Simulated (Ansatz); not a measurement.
**SiGeH₃+ (singlet): the correlation ladder, cc-pVTZ**

The task here is to estimate one member of a computed series from the others.

Program: Ansatz 0.2.0, Gaussian basis. Level of theory: cc-pVTZ, core rule «outside noble gas», up to 19 orbitals frozen. These are calculated values, not measurements.

Plan: UHF; CCSD(T) on RHF; CCSD(T) on UHF; BCCD(T) on RHF; CCSDT(Q) on RHF; CCSDT(Q) on UHF; CASSCF and NEVPT2, 10 electrons in 11 orbitals.

5 further runs of the same task are left out: 5 set aside as unsound or not needed.

## The system

The geometry is a PBE0/def2-TZVP stationary point (not a proven minimum) of the parent state, kept for this charge and spin. No spin-orbit coupling is included. The filled d shell of Ge may be among the frozen orbitals whatever the setting's name suggests; the logs give the count.

5 atoms, charge 1, spin multiplicity 1.

Atoms are counted from 1 here; the program's logs count them from 0.

Bond lengths: Si1–Ge2 2.352 Å, Si1–H3 1.492 Å, Si1–H4 1.492 Å, Ge2–H5 1.595 Å. Angles: Ge2–Si1–H3 129.6°, Ge2–Si1–H4 123.5°, H3–Si1–H4 106.9°, Si1–Ge2–H5 86.6°.

The first run:

in.yaml reads:

```yaml
crystal:
  periodic: [false, false, false]
  atoms:
    - {symbol: Si, position_ang: [0.000000, 0.018056, 1.651607]}
    - {symbol: Ge, position_ang: [0.000000, -0.028376, -0.700224]}
    - {symbol: H, position_ang: [0.000000, 1.185718, 2.580640]}
    - {symbol: H, position_ang: [0.000000, -1.209392, 2.499223]}
    - {symbol: H, position_ang: [0.000000, 1.565561, -0.637062]}
basis:
  gaussian: {orbitals: cc-pVTZ}
total_charge: 1
magnetization: {spin_polarized: true, initial_magnetization: 0}
hamiltonian: {xc: hf}
output: {orbitals: {seedname: orbitals}}
```

The run is started by

```sh
ansatz run in.yaml --threads 1 --pin off --events-out ev --progress --plain --max-ram 2816MiB --backend cpu
```

Steps of the session up to this table: UHF; CCSD(T) on RHF; CCSD(T) on UHF; BCCD(T) on RHF; CCSDT(Q) on RHF; CCSDT(Q) on UHF; CASSCF and NEVPT2, 10 electrons in 11 orbitals.

One table of the session follows, with a row left open; its other results are not shown here.

```
        method  from RCCSDT(Q) (kJ/mol)
           RHF                   +615.8
           UHF                   +599.2
          RMP2                   +130.5
          UMP2                   +144.9
         RCCSD                    +23.1
         UCCSD                        ?
      RCCSD(T)                     +4.3
      UCCSD(T)                     +6.4
       BCCD(T)                     +4.2
        RCCSDT                     +0.9
        UCCSDT                     +1.8
     RCCSDT(Q)                        0
     UCCSDT(Q)                     +0.6
CASSCF valence                   +375.5
NEVPT2 valence                   +108.7
```

**Question.** Estimate the row for UCCSD.

As computed: from RCCSDT(Q) (kJ/mol): +25.8. In the column «from RCCSDT(Q) (kJ/mol)» it lies between RCCSD (+23.1) and NEVPT2 valence (+108.7).

Some runs used a GPU and others CPU threads alone; cost is compared among the GPU runs only.

Limits of these values: The determinant is far from a pure spin state, so its energy mixes those of several spin states (harmless only where they are near-degenerate, as at dissociation). Restricted and unrestricted rows rest on different reference determinants; where their highest levels disagree by more than a few hundredths of an eV, they describe different states and don't form one ladder.
